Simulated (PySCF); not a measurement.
# ClCuF3 ([CuF3Cl]2-): the cost of one run

Programs: PySCF 2.14.0, with density-fitted response routines of our own. Each step states its level of theory. These are calculated values for one molecule in the gas phase, unless marked as measured. Atoms are numbered from 0 throughout.

## 1. The molecule as given

5 atoms, charge -2, multiplicity 2; geometry from: GFN2-xTB. The atoms were then displaced at random by about 0.03 Å, so the start is not that level's minimum.

Bonds of the start (Å): Cu0–F1 1.77, Cu0–F2 2.00, Cu0–F3 1.81, Cu0–Cl4 2.12.

## 2. Optimising the geometry at PBE0-D3(BJ)/def2-SVP

Job settings and geometry (Å):

```
{"job": {"xc": "PBE0", "basis": "def2-SVP", "d3": "d3bj", "grid": 1, "maxiter": 40, "shake": 0.03, "kind": "geom"}, "charge": -2, "multiplicity": 2}
Cu     0.060800    -0.036880     0.091890
F      1.670030     0.059990     0.824770
F     -0.038000     1.672990    -0.935990
F     -1.586270     0.116970     0.822850
Cl    -0.031720    -1.923540    -0.865640
```

Run with:

```console
OMP_NUM_THREADS=1 python probes_run.py task.json out
```

One launch serves the whole session: the jobs run in the order shown.

**Question.** How long does this first job take on 1 thread of Arm Neoverse V1, shared host, and how much memory does it need?

About 78 s, with a peak of 0.38 GiB.
